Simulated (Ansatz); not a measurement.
Below is the output of a Python script on the Ansatz DFT code, driven from Python that makes a ladder of methods at one geometry of C3H7BS, SMILES B/C=C/SC. Write a script that gives it. Level of theory (for the species named): r2SCAN, cc-pVDZ basis, multiplicity 1. The script varies functional: r2scan, cam_b3lyp, lc_wpbe, pbe0, r2scan0.

```yaml
atoms:
  - { symbol: B, position_ang: [2.2861, 0.4946, 0.8133] }
  - { symbol: C, position_ang: [1.0033, -0.3659, 0.5541] }
  - { symbol: C, position_ang: [0.3983, -0.3726, -0.6375] }
  - { symbol: S, position_ang: [-1.0695, -1.3710, -0.9054] }
  - { symbol: C, position_ang: [-2.2085, -0.0248, -0.4583] }
  - { symbol: H, position_ang: [2.7495, 1.1604, -0.0465] }
  - { symbol: H, position_ang: [2.7970, 0.4810, 1.8782] }
  - { symbol: H, position_ang: [0.6065, -0.9626, 1.3695] }
  - { symbol: H, position_ang: [0.7845, 0.2166, -1.4650] }
  - { symbol: H, position_ang: [-2.0319, 0.2911, 0.5912] }
  - { symbol: H, position_ang: [-3.2527, -0.3864, -0.5541] }
  - { symbol: H, position_ang: [-2.0626, 0.8395, -1.1397] }
```

```console
$ python c3h7bs.py
functional    E (Ha)        dipole (D)   HOMO (eV)  LUMO (eV)
r2scan        -541.402047     1.509      -5.601     -2.949
cam_b3lyp     -541.435011     1.381      -7.895     -1.039
lc_wpbe       -541.300838     1.424      -9.328      0.051
pbe0          -541.200627     1.455      -6.594     -2.216
r2scan0       -541.388108     1.481      -6.763     -2.095
```

One script that gives this output:

`c3h7bs.py`
```python
# -*- coding: utf-8 -*-
"""C3H7BS at several levels of theory."""

from pathlib import Path

import ansatz as az
import numpy as np


def main():
    geometry_ang = [
        ("B", (2.2861, 0.4946, 0.8133)),
        ("C", (1.0033, -0.3659, 0.5541)),
        ("C", (0.3983, -0.3726, -0.6375)),
        ("S", (-1.0695, -1.371, -0.9054)),
        ("C", (-2.2085, -0.0248, -0.4583)),
        ("H", (2.7495, 1.1604, -0.0465)),
        ("H", (2.797, 0.481, 1.8782)),
        ("H", (0.6065, -0.9626, 1.3695)),
        ("H", (0.7845, 0.2166, -1.465)),
        ("H", (-2.0319, 0.2911, 0.5912)),
        ("H", (-3.2527, -0.3864, -0.5541)),
        ("H", (-2.0626, 0.8395, -1.1397)),
    ]
    system = az.Crystal.molecule()
    for symbol, xyz in geometry_ang:
        system = system.atom(symbol, xyz)

    model = system.calculation().basis(gaussian="cc-pVDZ")

    print("functional    E (Ha)        dipole (D)   HOMO (eV)  LUMO (eV)")
    for name in ["r2scan", "cam_b3lyp", "lc_wpbe", "pbe0", "r2scan0"]:
        summary = model.functional(name).forces().orbitals().run(threads=1, pin="off", runs_dir="runs").report
        lines = Path(summary["orbitals_path"]).read_text().splitlines()
        field_of = lambda key: [line.split("=")[1].strip() for line in lines if line.startswith(key)]
        orbitals = [(27.211386 * float(e), s, float(n)) for e, s, n in zip(field_of("Ene="), field_of("Spin="), field_of("Occup="))]
        homo = max(e for e, _, n in orbitals if n > 0.5)
        lumo = min(e for e, _, n in orbitals if n < 0.5)
        dipole = 4.803205 * np.linalg.norm(summary["charge_distribution"]["dipole_moment_e_ang"])
        print(f"{name:10s} {summary['free_energy_ev'] / 27.211386246:14.6f} {dipole:9.3f} {homo:11.3f} {lumo:10.3f}")


if __name__ == "__main__":
    main()
```

Reading the output:
- Total energies depend on the basis set; only differences at equal settings carry meaning.
- The geometry is a force-field or estimated start, not a minimum of this method, and the basis set is short of its limit. A lower total doesn't mark the better method: functionals have no common bound, and MP2 and coupled cluster aren't variational.
- Levels such as HOMO and LUMO are orbital energies: with these approximate functionals they aren't the ionisation energy and electron affinity, and their gap isn't the fundamental gap.
- For Al to Cl the sets with a tight d function, cc-pV(X+d)Z, are usual.
- The whole script took 38 s on 1 thread of Arm Neoverse V1, with other jobs on the host, peak memory 0.32 GiB.
